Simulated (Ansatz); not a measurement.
**FH₅O₂Si₂: taking an electron away**

One table from this session's results is given with a row withheld; the runs are named, their logs left out.

Computed with Ansatz 0.2.0, Gaussian basis. Level: unrestricted cation, the program's frozen cores in correlated methods.

Plan: UKS PBE-D4/def2-TZVPP; UKS r2SCAN-D4/def2-TZVPP; UKS PBE0-D4/def2-TZVPP; UKS B3LYP-D4/def2-TZVPP; UKS wB97X-V/def2-TZVPP; UKS wB97M-V/def2-TZVPP; UKS B2PLYP/def2-TZVPP; UHF-CCSD(T)/def2-TZVPP; UHF-MP2/def2-QZVPP; extrapolation to the limit; then −ε(HOMO) from the neutral's earlier runs with LDA (SPW92), PBE-D4, revPBE-D4, BLYP-D4, r2SCAN-D4, B97M-V, PBE0-D4, B3LYP-D4, r2SCANh-D4, r2SCAN0-D4, HSE06-D4, BHLYP-D4, CAM-B3LYP-D4, LC-ωPBE, ωB97X-V, ωB97M-V.

**The geometry**

An earlier PBE0-D4 in a triple-zeta def2 set relaxation fixed the geometry.

SMILES `O[SiH2][SiH](O)F`, 10 atoms, charge 0, spin multiplicity 1.

Atoms are counted from 1 here; the program's logs count them from 0.

Bond lengths: O1–Si2 1.663 Å, O1–H6 0.958 Å, Si2–Si3 2.351 Å, Si2–H7 1.492 Å, Si2–H8 1.490 Å, Si3–O4 1.635 Å, Si3–F5 1.602 Å, Si3–H9 1.480 Å, O4–H10 0.962 Å. Angles: Si2–O1–H6 118.8°, O1–Si2–Si3 99.7°, O1–Si2–H7 111.1°, O1–Si2–H8 111.3°, Si3–Si2–H7 113.0°, Si3–Si2–H8 114.4°, H7–Si2–H8 107.3°, Si2–Si3–O4 105.6°, Si2–Si3–F5 108.9°, Si2–Si3–H9 117.9°, O4–Si3–F5 110.9°, O4–Si3–H9 107.5°, F5–Si3–H9 106.0°, Si3–O4–H10 115.4°.

Set-up of the first run:

Input file in.yaml:

```yaml
crystal:
  periodic: [false, false, false]
  atoms:
    - {symbol: O, position_ang: [-1.518432, 0.514119, -0.738151]}
    - {symbol: Si, position_ang: [-0.930773, -0.209932, 0.639070]}
    - {symbol: Si, position_ang: [1.370069, -0.175319, 0.155021]}
    - {symbol: O, position_ang: [1.476225, 0.043802, -1.461825]}
    - {symbol: F, position_ang: [2.047571, 1.043341, 0.943211]}
    - {symbol: H, position_ang: [-2.461243, 0.668945, -0.811077]}
    - {symbol: H, position_ang: [-1.472472, -1.591403, 0.792945]}
    - {symbol: H, position_ang: [-1.315771, 0.554204, 1.858987]}
    - {symbol: H, position_ang: [2.167176, -1.374834, 0.495428]}
    - {symbol: H, position_ang: [0.720650, 0.475978, -1.870709]}
basis:
  gaussian: {orbitals: def2-TZVPP}
total_charge: 1
magnetization: {spin_polarized: true, initial_magnetization: 1}
hamiltonian: {xc: pbe, dispersion: d4}
```

The run is started by

```sh
$ ansatz run in.yaml --threads 2 --pin off --events-out ev --progress --plain --max-ram 32768MiB --backend cpu
```

Steps of the session up to this table: Cation, UKS PBE-D4/def2-TZVPP; Cation, UKS r2SCAN-D4/def2-TZVPP; Cation, UKS PBE0-D4/def2-TZVPP; Cation, UKS B3LYP-D4/def2-TZVPP; Cation, UKS wB97X-V/def2-TZVPP; Cation, UKS wB97M-V/def2-TZVPP; Cation, UKS B2PLYP (frozen core)/def2-TZVPP; Cation, UHF-CCSD(T)/def2-TZVPP; Cation, UHF-MP2/def2-QZVPP.

One of the session's tables, all rows but one given; the rest of the session is left out.

For comparison, −ε(HOMO) of the neutral from earlier runs:

```
  functional  −ε(HOMO) (eV)
 LDA (SPW92)           6.88
      PBE-D4           6.79
   revPBE-D4           6.75
     BLYP-D4           6.70
   r2SCAN-D4           7.08
      B97M-V           7.18
     PBE0-D4           8.06
    B3LYP-D4           7.87
  r2SCANh-D4           7.54
  r2SCAN0-D4           8.24
    HSE06-D4           7.66
    BHLYP-D4           9.26
CAM-B3LYP-D4           9.41
     LC-ωPBE          10.69
     ωB97X-V              ?
     ωB97M-V          10.14
```

Q: Estimate the row for ωB97X-V from the others.

As computed: −ε(HOMO) (eV): 10.38. In the column «−ε(HOMO) (eV)» it lies between ωB97M-V (10.14) and LC-ωPBE (10.69).
